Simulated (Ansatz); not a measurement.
# C3H9AlO: how energies converge with the basis set

How large a basis does C3H9AlO need? Two functionals are run in growing sets.

The runs use Ansatz 0.2.0, Gaussian basis; one geometry, several basis sets.

The runs, in order: PBE0-D4/def2-SVP; ωB97M-V/def2-SVP; PBE0-D4/def2-QZVPP; ωB97M-V/def2-QZVPP; the functionals' def2-TZVPP values are taken from earlier runs.

## Step 1: The relaxed structure

The geometry comes from an earlier relaxation with PBE0-D4 in a triple-zeta def2 set; it is a stationary point, not always the lowest conformer.

SMILES `CC(C)[O][AlH2]`, 14 atoms, charge 0, spin multiplicity 1.

Atoms are counted from 1 here; the program's logs count them from 0.

Bond lengths: C1–C2 1.517 Å, C1–H6 1.091 Å, C1–H7 1.094 Å, C1–H8 1.093 Å, C2–C3 1.517 Å, C2–O4 1.403 Å, C2–H9 1.099 Å, C3–H10 1.093 Å, C3–H11 1.094 Å, C3–H12 1.093 Å, O4–Al5 1.681 Å, Al5–H13 1.578 Å, Al5–H14 1.585 Å. Angles: C2–C1–H6 110.3°, C2–C1–H7 110.3°, C2–C1–H8 110.9°, H6–C1–H7 108.3°, H6–C1–H8 108.6°, H7–C1–H8 108.3°, C1–C2–C3 111.9°, C1–C2–O4 109.2°, C1–C2–H9 108.1°, C3–C2–O4 112.1°, C3–C2–H9 108.4°, O4–C2–H9 107.0°, C2–C3–H10 111.1°, C2–C3–H11 110.7°, C2–C3–H12 110.7°, H10–C3–H11 108.1°, H10–C3–H12 108.1°, H11–C3–H12 108.1° and more.

## Step 2: PBE0-D4 in def2-SVP

Input file in.yaml:

```yaml
crystal:
  periodic: [false, false, false]
  atoms:
    - {symbol: C, position_ang: [-1.229671, 0.390508, 1.166634]}
    - {symbol: C, position_ang: [0.178889, 0.141727, 0.661666]}
    - {symbol: C, position_ang: [0.401126, -1.315026, 0.302317]}
    - {symbol: O, position_ang: [0.439021, 0.998713, -0.418766]}
    - {symbol: Al, position_ang: [0.794707, 0.992871, -2.061957]}
    - {symbol: H, position_ang: [-1.367571, 1.447527, 1.399843]}
    - {symbol: H, position_ang: [-1.961122, 0.107928, 0.403810]}
    - {symbol: H, position_ang: [-1.429973, -0.194382, 2.067622]}
    - {symbol: H, position_ang: [0.882149, 0.412086, 1.461964]}
    - {symbol: H, position_ang: [1.420547, -1.480290, -0.054974]}
    - {symbol: H, position_ang: [-0.290776, -1.628673, -0.485174]}
    - {symbol: H, position_ang: [0.238484, -1.955974, 1.172131]}
    - {symbol: H, position_ang: [0.938483, 2.417878, -2.725396]}
    - {symbol: H, position_ang: [0.972805, -0.364391, -2.860822]}
basis:
  gaussian: {orbitals: def2-SVP}
hamiltonian: {xc: pbe0, dispersion: d4}
output: {orbitals: {seedname: orbitals}}
```

Launch:

```sh
$ ansatz run in.yaml --threads 4 --pin off --events-out ev --progress --plain --max-ram 10444MiB
```

After this run come: ωB97M-V in def2-SVP; PBE0-D4 in def2-QZVPP; ωB97M-V in def2-QZVPP.

**Question.** What will the summary of the whole plan be? Wanted: PBE0-D4: double and triple zeta above quadruple; ωB97M-V: double and triple zeta above quadruple.

**Answer**, as computed:

| quantity | value |
| --- | --- |
| PBE0-D4: double and triple zeta above quadruple | 8.84, 0.52 eV |
| ωB97M-V: double and triple zeta above quadruple | 9.12, 0.50 eV |

For PBE0-D4 the step from double to triple zeta gains 8.32 eV and the next only 0.52 eV. These are total energies; as a rule much of such shifts cancels in differences, which this series doesn't test. The LUMO of ωB97M-V is positive and keeps falling with the basis (0.93 to 0.37 eV): an unbound level that the basis holds in place.
